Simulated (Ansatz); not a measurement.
# CH4BrFOSi: a ladder of functionals and wavefunction methods

An exercise on one series of results from a longer session: the logs are not shown, and one member is left open.

Method: functionals in def2-TZVPP, the program's frozen cores in correlated methods; program: Ansatz 0.2.0, Gaussian basis.

Levels to be run: PBE-D4, r2SCAN-D4, PBE0-D4, B3LYP-D4, ωB97X-V, ωB97M-V, B2PLYP; CCSD(T)/def2-TZVPP; MP2/def2-QZVPP; extrapolation to the limit.

**The relaxed structure**

The geometry comes from an earlier relaxation with PBE0-D4 in a triple-zeta def2 set; it is a stationary point, not always the lowest conformer.

SMILES `FCO[SiH2]Br`, 9 atoms, charge 0, spin multiplicity 1.

Atoms are counted from 1 here; the program's logs count them from 0.

Bond lengths: F1–C2 1.374 Å, C2–O3 1.376 Å, C2–H6 1.092 Å, C2–H7 1.095 Å, O3–Si4 1.643 Å, Si4–Br5 2.220 Å, Si4–H8 1.476 Å, Si4–H9 1.474 Å. Angles: F1–C2–O3 110.3°, F1–C2–H6 107.9°, F1–C2–H7 107.2°, O3–C2–H6 108.2°, O3–C2–H7 111.3°, H6–C2–H7 111.7°, C2–O3–Si4 126.7°, O3–Si4–Br5 109.9°, O3–Si4–H8 112.3°, O3–Si4–H9 105.5°, Br5–Si4–H8 107.1°, Br5–Si4–H9 109.1°, H8–Si4–H9 113.0°.

The first run:

The input, in.yaml:

```yaml
crystal:
  periodic: [false, false, false]
  atoms:
    - {symbol: F, position_ang: [1.476830, -0.988515, -0.902871]}
    - {symbol: C, position_ang: [1.334845, 0.243193, -0.311224]}
    - {symbol: O, position_ang: [0.396410, 0.185763, 0.693387]}
    - {symbol: Si, position_ang: [-1.178250, -0.257664, 0.540983]}
    - {symbol: Br, position_ang: [-2.127190, 0.882961, -1.109703]}
    - {symbol: H, position_ang: [2.294437, 0.515404, 0.132668]}
    - {symbol: H, position_ang: [1.036681, 0.947034, -1.095431]}
    - {symbol: H, position_ang: [-1.327365, -1.690713, 0.219949]}
    - {symbol: H, position_ang: [-1.817897, 0.116335, 1.815141]}
basis:
  gaussian: {orbitals: def2-TZVPP}
hamiltonian: {xc: pbe, dispersion: d4}
output: {forces: true, orbitals: {seedname: orbitals}}
```

Command:

```bash
ansatz run in.yaml --threads 4 --pin off --events-out ev --progress --plain --max-ram 10444MiB
```

Steps of the session up to this table: PBE-D4 (GGA); r2SCAN-D4 (meta-GGA); PBE0-D4 (hybrid); B3LYP-D4 (hybrid); ωB97X-V (range-separated); ωB97M-V (range-separated); B2PLYP (double hybrid); CCSD(T) in def2-TZVPP; MP2 in def2-QZVPP.

One table of the session follows, with a row left open; its other results are not shown here.

| method | atomisation energy (kJ/mol) |
| --- | --- |
| PBE-D4 | 3246.2 |
| r2SCAN-D4 | 3206.0 |
| PBE0-D4 | 3179.4 |
| B3LYP-D4 | 3176.6 |
| ωB97X-V | 3208.5 |
| ωB97M-V | 3199.8 |
| B2PLYP | 3152.2 |
| HF/def2-TZVPP | 2302.6 |
| MP2/def2-TZVPP | 3190.7 |
| CCSD/def2-TZVPP | 3060.2 |
| CCSD(T)/def2-TZVPP | 3110.8 |
| MP2/CBS | 3289.8 |
| CCSD(T)/CBS | ? |

Estimate the missing values for CCSD(T)/CBS.

The run gave: atomisation energy (kJ/mol): 3209.9. In the column «atomisation energy (kJ/mol)» it lies between ωB97X-V (3208.5) and PBE-D4 (3246.2).

Caveats from the session: Free atoms (1 F, 1 C, 1 O, 1 Si, 1 Br, 4 H) were run apart at each level; the atomisation energy is their sum less the molecule, without zero-point or spin-orbit terms.
